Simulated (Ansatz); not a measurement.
I need a single point in a Gaussian basis of C₂H₁₀OSeSi₂, SMILES CCO[SiH2][Se][SiH3]. Use the Python package of Ansatz (0.2.0). Settings: PBE0, cc-pVDZ basis, multiplicity 1.

```xyz
16

C    -2.0209   -1.4823   -0.0788
C    -1.3243   -0.1474    0.1350
O    -0.5656    0.1625   -1.0090
Si    0.2434    1.6743   -0.7585
Se    2.4659    1.4215   -1.2048
Si    2.6675   -0.1040    0.4797
H    -2.6931   -1.4236   -0.9610
H    -2.6242   -1.7392    0.8175
H    -1.2674   -2.2810   -0.2468
H    -2.1068    0.6258    0.3149
H    -0.6722   -0.2429    1.0342
H    -0.3196    2.6785   -1.6728
H     0.0860    2.1552    0.6250
H     2.2384    0.5045    1.7478
H     4.0704   -0.5301    0.5891
H     1.8226   -1.2720    0.1884
```

`run_energy.py`:
```python
'''Electronic structure of the C2H10OSeSi2 molecule.'''

from pathlib import Path

import ansatz

mol = (
    ansatz.Crystal.molecule()
    .atom('C', (-2.0209, -1.4823, -0.0788))
    .atom('C', (-1.3243, -0.1474, 0.135))
    .atom('O', (-0.5656, 0.1625, -1.009))
    .atom('Si', (0.2434, 1.6743, -0.7585))
    .atom('Se', (2.4659, 1.4215, -1.2048))
    .atom('Si', (2.6675, -0.104, 0.4797))
    .atom('H', (-2.6931, -1.4236, -0.961))
    .atom('H', (-2.6242, -1.7392, 0.8175))
    .atom('H', (-1.2674, -2.281, -0.2468))
    .atom('H', (-2.1068, 0.6258, 0.3149))
    .atom('H', (-0.6722, -0.2429, 1.0342))
    .atom('H', (-0.3196, 2.6785, -1.6728))
    .atom('H', (0.086, 2.1552, 0.625))
    .atom('H', (2.2384, 0.5045, 1.7478))
    .atom('H', (4.0704, -0.5301, 0.5891))
    .atom('H', (1.8226, -1.272, 0.1884))
)

base = (
    mol.calculation()
    .basis(gaussian='cc-pVDZ')
    .functional('pbe0')
    .orbitals()
)
outcome = base.run(threads=1, backend='cpu', runs_dir='out')
summary = outcome.report

print(f'E = {summary["free_energy_ev"]:.6f} eV = {summary["free_energy_ev"] / 27.211386246:.7f} Ha')
print('converged:', summary['converged'], ' doubts:', summary['published_state_doubts'] or 'none')

state = summary['mean_field']['state']
print(f'mean field: {state["energy"]["hartree"]:.7f} Ha, <S^2> = {abs(state["spin_squared"]):.4f}, stability: {state.get("stability", {}).get("kind")}')

lines = Path(summary['orbitals_path']).read_text().splitlines()
field_of = lambda key: [line.split('=')[1].strip() for line in lines if line.startswith(key)]
orbitals = [(27.211386 * float(e), s, float(n)) for e, s, n in zip(field_of('Ene='), field_of('Spin='), field_of('Occup='))]
homo = max(e for e, _, n in orbitals if n > 0.5)
lumo = min(e for e, _, n in orbitals if n < 0.5)
for e, spin, n in sorted(orbitals):
    if homo - 10 < e < lumo + 5:
        print(f'{spin:6s} {e:10.3f} eV  occupation {n:.0f}')
```

```console
$ python run_energy.py
E = -85370.721274 eV = -3137.3161405 Ha
converged: True  doubts: none
mean field: -3137.3161405 Ha, <S^2> = 0.0000, stability: minimum
Alpha     -15.474 eV  occupation 2
Alpha     -14.897 eV  occupation 2
Alpha     -13.409 eV  occupation 2
Alpha     -12.881 eV  occupation 2
Alpha     -11.864 eV  occupation 2
Alpha     -10.889 eV  occupation 2
Alpha     -10.634 eV  occupation 2
Alpha     -10.312 eV  occupation 2
Alpha     -10.186 eV  occupation 2
Alpha      -9.949 eV  occupation 2
Alpha      -9.275 eV  occupation 2
Alpha      -9.088 eV  occupation 2
Alpha      -8.679 eV  occupation 2
Alpha      -7.874 eV  occupation 2
Alpha      -7.016 eV  occupation 2
Alpha       0.005 eV  occupation 0
Alpha       0.257 eV  occupation 0
Alpha       0.495 eV  occupation 0
Alpha       0.993 eV  occupation 0
Alpha       1.731 eV  occupation 0
Alpha       1.875 eV  occupation 0
Alpha       2.086 eV  occupation 0
Alpha       2.474 eV  occupation 0
Alpha       3.329 eV  occupation 0
Alpha       3.656 eV  occupation 0
Alpha       3.799 eV  occupation 0
Alpha       4.025 eV  occupation 0
Alpha       4.640 eV  occupation 0
```

Reading the output:
- These settings explore the input space; basis and method may be short of convergence.
- The geometry is a force-field or estimated start, not a minimum of this method, and the basis set is short of its limit.
- Alpha marks a spatial orbital of a restricted run, filled by both spins.
- Levels such as HOMO and LUMO are orbital energies: with these approximate functionals they aren't the ionisation energy and electron affinity, and their gap isn't the fundamental gap.
- It ran for 6.2 s on 1 thread of AMD EPYC 9R45 96-Core Processor (Zen 5), on a shared host, peak memory 0.51 GiB.

(Lines on the test bed's own set-up are left out of the output.)
